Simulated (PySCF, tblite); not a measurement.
**C₆H₁₅BO₂: geometry, infrared bands and NMR shifts**

Wanted: the infrared bands and NMR shifts of C₆H₁₅BO₂ (`CC(C)C(C)(C)B(O)O`), by calculation.

The runs use tblite 0.8.0 and PySCF 2.14.0, with density-fitted response routines of our own; the level of theory stands in each step. All values are computed, except where a source is named. Atoms count from 0, in the outputs and in this text.

### Step 1. Starting geometry

24 atoms, charge 0, multiplicity 1; geometry from: force field or distance geometry start.

Bonds of the start (Å): C0–C1 1.52, C1–C2 1.50, C1–C3 1.50, C3–C4 1.53, C3–C5 1.50, C3–B6 1.59, B6–O7 1.48, B6–O8 1.46, C0–H9 1.10, C0–H10 1.11, C0–H11 1.10, C1–H12 1.13, C2–H13 1.12, C2–H14 1.10, C2–H15 1.10, C4–H16 1.08, C4–H17 1.13, C4–H18 1.11, C5–H19 1.12, C5–H20 1.12, C5–H21 1.11, O7–H22 0.98, O8–H23 0.99.

### Step 2. Relaxing the molecule with GFN2-xTB

The job: settings as JSON, then the geometry in Å.

```
{"job": {"kind": "relax", "xc": "GFN2-xTB", "basis": "xTB"}, "charge": 0, "multiplicity": 1}
C      1.590900     0.733400     0.882900
C      0.943200    -0.361300     0.057100
C      1.553900    -0.380500    -1.311700
C     -0.552700    -0.349300     0.059400
C     -1.134500    -1.496400    -0.767700
C     -1.045000    -0.580000     1.458800
B     -1.141400     0.957700    -0.625600
O     -0.101600     1.863400    -1.156700
O     -2.204700     1.627300     0.124300
H      0.976200     1.107300     1.713600
H      2.520200     0.302800     1.319500
H      1.866600     1.603900     0.267800
H      1.254300    -1.319000     0.573000
H      2.252600     0.486100    -1.451600
H      0.810200    -0.365500    -2.122400
H      2.169600    -1.286800    -1.425000
H     -0.752500    -2.470400    -0.501400
H     -1.054700    -1.252800    -1.864600
H     -2.224400    -1.469900    -0.552800
H     -1.350900    -1.659600     1.533300
H     -1.904100     0.067600     1.761900
H     -0.187500    -0.500300     2.161700
H     -0.378000     2.807500    -1.138100
H     -1.917300     1.954800     1.011700
```

Run with:

```console
OMP_NUM_THREADS=1 python probes_run.py task.json out
```

The driver reads the jobs from task.json and runs them one after another.

**Question.** This job is followed by: GFN2-xTB harmonic vibrations, gas phase; GIAO PBE0/pcSseg-1 NMR shielding, non-relativistic, gas phase. Predict these results of the whole session: strongest single infrared mode (GFN2-xTB); zero-point energy (GFN2-xTB); 13C shifts against TMS (PBE0/pcSseg-1, means over atoms taken as alike); 1H shifts against TMS (PBE0/pcSseg-1, means over atoms taken as alike); 11B shifts against BF3·OEt2 (PBE0/pcSseg-1); 17O shifts against H2O (PBE0/pcSseg-1, means over atoms taken as alike).

The runs gave:

| quantity | value |
| --- | --- |
| strongest single infrared mode (GFN2-xTB) | 1258 cm⁻¹, 263 km/mol |
| zero-point energy (GFN2-xTB) | 131.4 kcal/mol |
| 13C shifts against TMS (PBE0/pcSseg-1, means over atoms taken as alike) | 42.1, 31.1, 27.1, 22.6 ppm |
| 1H shifts against TMS (PBE0/pcSseg-1, means over atoms taken as alike) | 4.30, 1.10, 1.03, 1.01 ppm |
| 11B shifts against BF3·OEt2 (PBE0/pcSseg-1) | 29.7 ppm |
| 17O shifts against H2O (PBE0/pcSseg-1, means over atoms taken as alike) | 124.9 ppm |

In words: Over 149 steps the energy fell by 2.272 eV; of the close pairs, B6–O7 changed most, 1.478 to 1.350 Å. No mode is imaginary among the 66: a minimum at this level. The strongest single mode, at 1258 cm⁻¹, is spread over many atoms; the largest shares are those of B6, C3. GFN2-xTB is a fitted tight-binding method: band positions and strengths are rough. Its intensities can rank the bands wrongly. At PBE0/pcSseg-1: Shielding is most anisotropic at O7, O8 (span 178 ppm, paramagnetic term -177 ppm).
